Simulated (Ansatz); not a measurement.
NbRh, space group Pmma: a comparison of functionals at one structure, run with the Ansatz DFT code, driven from Python.

The script, `xc_nbrh.py`:
```python
"""Functional comparison for NbRh (totals differ with the potentials too)."""

import logging
import sys

import ansatz as az
import numpy as np
from tabulate import tabulate

logging.basicConfig(stream=sys.stdout, format="%(levelname)s:%(name)s:%(message)s")
log = logging.getLogger("run")
log.setLevel(logging.INFO)

vectors = np.array([
    [4.51, 0.0, 0.0],
    [0.0, 2.813, 0.0],
    [0.0, 0.0, 4.808],
])
nbrh = (
    az.Lattice.of(vectors)
    .atom("Nb", [0.25, 0.0, 0.182])
    .atom("Nb", [0.75, 0.0, 0.818])
    .atom("Rh", [0.25, 0.5, 0.672])
    .atom("Rh", [0.75, 0.5, 0.328])
)

job = nbrh.calculation()
job = job.pseudopotentials("paw").basis(650)
job = job.kpoints(length=24)
job = job.occupations(az.OccupationsMethod.METHFESSEL_PAXTON, width=0.1)
job = job.forces()
job = job.stress()

rows = []
for value in ["blyp", "r2scan", "pbesol"]:
    r = job.functional(value).run(threads=1, backend="cpu").report
    rows.append((value, r["free_energy_ev"] / len(r["lattice"]["sites"]), r["n_iterations"], sum(r["stress_gpa"][i][i] for i in range(3)) / 3, max(abs(f) for row in r["forces_ev_ang"] for f in row), r["n_kpoints"]))

print(tabulate(rows, headers=["functional", "F/atom (eV)", "iterations", "P (GPa)", "max component (eV/A)", "k-points"], floatfmt=".4f", tablefmt="simple"))
```

Which functional puts this cell under the lowest pressure, and which under the highest?

From lowest to highest: PBEsol (1.5 GPa), r2SCAN (6.3 GPa) and BLYP (20.0 GPa). At a fixed cell a lower pressure usually means a smaller equilibrium volume, so PBEsol prefers the smallest cell and BLYP the largest.

The output:

```console
$ python xc_nbrh.py
functional      F/atom (eV)    iterations    P (GPa)    max component (eV/A)    k-points
------------  -------------  ------------  ---------  ----------------------  ----------
blyp             -5491.4311             7    20.0473                  0.7751          45
r2scan           -5489.8479             8     6.3097                  0.7391          45
pbesol           -5417.4857             6     1.4980                  0.6889          45
```

What to keep in mind:
- Spin is left out of this run.
- BLYP can be off by several per cent in the lattices of metals, and by several GPa in the pressure at a fixed cell.
- The mesh is modest for a metal, so energies can be off by several to tens of meV an atom and pressures by half a GPa or more; differences at equal mesh fare better.
- Pressure is positive in compression.
- The starting cell is as deposited in a crystallographic database; the results hold for this polymorph, which needn't be the stable one.
- Total energies of different functionals can't be compared; pressures, moments and gaps at this one structure can.
- Wall time of the script: 27 s on 1 thread of Arm Neoverse V2, with other jobs on the host, peak memory 0.68 GiB.
